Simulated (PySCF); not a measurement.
# WH₅: one geometry, many levels of theory

Aim: at the PBE0 minimum of doublet WH₅, found before, compare methods on energies and levels.

Computed with PySCF 2.14.0. Level: several methods, basis W def2-TZVP with ECP60, H def2-TZVP, scalar-relativistic core potentials, no spin–orbit coupling, density fitting.

## (1) The system as given

6 atoms, charge 0, spin multiplicity 2.

Bond lengths: W1–H2 1.685 Å, W1–H3 1.685 Å, W1–H4 1.670 Å, W1–H5 1.715 Å, W1–H6 1.715 Å. Angles: H2–W1–H3 122.3°, H2–W1–H4 61.1°, H2–W1–H5 104.6°, H2–W1–H6 104.6°, H3–W1–H4 61.1°, H3–W1–H5 104.6°, H3–W1–H6 104.6°, H4–W1–H5 121.5°, H4–W1–H6 121.5°, H5–W1–H6 116.9°.

Z-matrix (Å, degrees; charge 0 multiplicity 2):
```
W
H  1 1.6850
H  1 1.6850 2 122.26
H  1 1.6704 2 61.13 3 0.00
H  1 1.7151 2 104.63 3 -118.26
H  1 1.7151 2 104.63 3 118.26
```

## (2) PBE0

The steps are one call of a driver around PySCF; scf.py gives each level's set-up. Each SCF starts from the density of the minimum. The driver also runs the species with one electron less or more at the same geometry (one less: multiplicity 1, one more: multiplicity 3); their logs are not shown.

scf.py

```python
from pyscf import gto, scf, dft
mol = gto.M(atom='''
W     -0.008016     0.000000     0.000003
H      0.806132    -0.000001     1.475271
H      0.804895    -0.000001    -1.475946
H      1.662429    -0.000002    -0.000696
H     -0.905199     1.461711     0.000379
H     -0.905203    -1.461708     0.000379''',
    basis={'W': 'def2-TZVP', 'H': 'def2-TZVP'},
    ecp={'W': 'def2-TZVP'},
    charge=0, spin=1)
mf = dft.UKS(mol, xc='PBE0')
mf.grids.atom_grid = (99, 590)
aux = {'W': 'def2-universal-JKFIT', 'H': 'def2-universal-JKFIT'}
mf = mf.density_fit(auxbasis=aux)
mf.kernel()
```

## (3) HF

scf.py: that of step 2 with these lines changed.

```diff
@@ -12,2 +12 @@
-mf = dft.UKS(mol, xc='PBE0')
-mf.grids.atom_grid = (99, 590)
+mf = scf.UHF(mol)
```

## (4) MP2

scf.py: that of step 3 with these lines changed.

```diff
@@ -15,0 +16,2 @@
+from pyscf.mp import dfump2
+dfump2.DFUMP2(mf, frozen=0).kernel()  # the driver gives MP2 a fitting basis of its own (RI)
```

## (5) PBE

scf.py: that of step 4 with these lines changed.

```diff
@@ -12 +12,2 @@
-mf = scf.UHF(mol)
+mf = dft.UKS(mol, xc='PBE')
+mf.grids.atom_grid = (99, 590)
@@ -16,2 +16,0 @@
-from pyscf.mp import dfump2
-dfump2.DFUMP2(mf, frozen=0).kernel()  # the driver gives MP2 a fitting basis of its own (RI)
```

## (6) CCSD(T)

scf.py: that of step 5 with these lines changed.

```diff
@@ -12,2 +12 @@
-mf = dft.UKS(mol, xc='PBE')
-mf.grids.atom_grid = (99, 590)
+mf = scf.UHF(mol)
@@ -16,0 +16,3 @@
+from pyscf import cc
+mycc = cc.CCSD(mf, frozen=0).run()
+mycc.ccsd_t()
```

## (7) r2SCAN

scf.py: that of step 6 with these lines changed.

```diff
@@ -12 +12,2 @@
-mf = scf.UHF(mol)
+mf = dft.UKS(mol, xc='R2SCAN')
+mf.grids.atom_grid = (99, 590)
@@ -16,3 +16,0 @@
-from pyscf import cc
-mycc = cc.CCSD(mf, frozen=0).run()
-mycc.ccsd_t()
```

## (8) B3LYP

scf.py: that of step 7 with these lines changed.

```diff
@@ -12 +12 @@
-mf = dft.UKS(mol, xc='R2SCAN')
+mf = dft.UKS(mol, xc='B3LYP')
```

## (9) TPSSh

scf.py: that of step 8 with these lines changed.

```diff
@@ -12 +12 @@
-mf = dft.UKS(mol, xc='B3LYP')
+mf = dft.UKS(mol, xc='TPSSH')
```

## (10) wB97X

scf.py: that of step 9 with these lines changed.

```diff
@@ -12 +12 @@
-mf = dft.UKS(mol, xc='TPSSH')
+mf = dft.UKS(mol, xc='WB97X')
```

## (11) r2SCANh

scf.py: that of step 10 with these lines changed.

```diff
@@ -12 +12 @@
-mf = dft.UKS(mol, xc='WB97X')
+mf = dft.UKS(mol, xc='HYB_MGGA_XC_R2SCANH')
```

(Steps that only read results are left out.)

What does the calculation give? Wanted: atomisation energy, CCSD(T) in this basis; vertical ionisation energy, CCSD(T); vertical electron affinity, CCSD(T); orbital gap, range; T1, D1; T1, D1 of the cation; T1, D1 of the anion.

**Answer**, as computed:

```
                                 quantity                        value
atomisation energy, CCSD(T) in this basis                  1352 kJ/mol
      vertical ionisation energy, CCSD(T)                      8.45 eV
      vertical electron affinity, CCSD(T)                      0.49 eV
                       orbital gap, range  1.60 (PBE) to 11.45 (HF) eV
                                   T1, D1                 0.027, 0.085
                     T1, D1 of the cation                 0.024, 0.062
                      T1, D1 of the anion                 0.026, 0.073
```

In atomisation energy the functionals lie from +44 kJ/mol (PBE0) to +142 kJ/mol (TPSSh) against CCSD(T). In a basis of this size CCSD(T) binds too weakly, often by tens of kJ/mol, while functionals are nearer their limits, so this ranks no functional. HF lacks the correlation that pairing electrons in bonds brings, so it binds too weakly, by 448 kJ/mol even against this CCSD(T). For the vertical ionisation energy, MP2 comes nearest to CCSD(T) (+0.01 eV) and r2SCAN is farthest (+0.32 eV). CCSD(T) took 77 s, about 70 times as long as MP2 (1.1 s), which misses it by 0.01 eV. For the vertical electron affinity, MP2 comes nearest to CCSD(T) (+0.04 eV) and HF is farthest (-0.20 eV). The PBE orbital energy is a poor guide to ionisation (5.1 eV, 3.4 eV too small); the difference of PBE energies gives 8.6 eV. Without diffuse functions electron affinities tend to come out too low. This is the lowest SCF solution found for this spin; with open d or f shells other occupations or spin states may lie lower. With an element this heavy the missing spin–orbit coupling can shift these numbers.
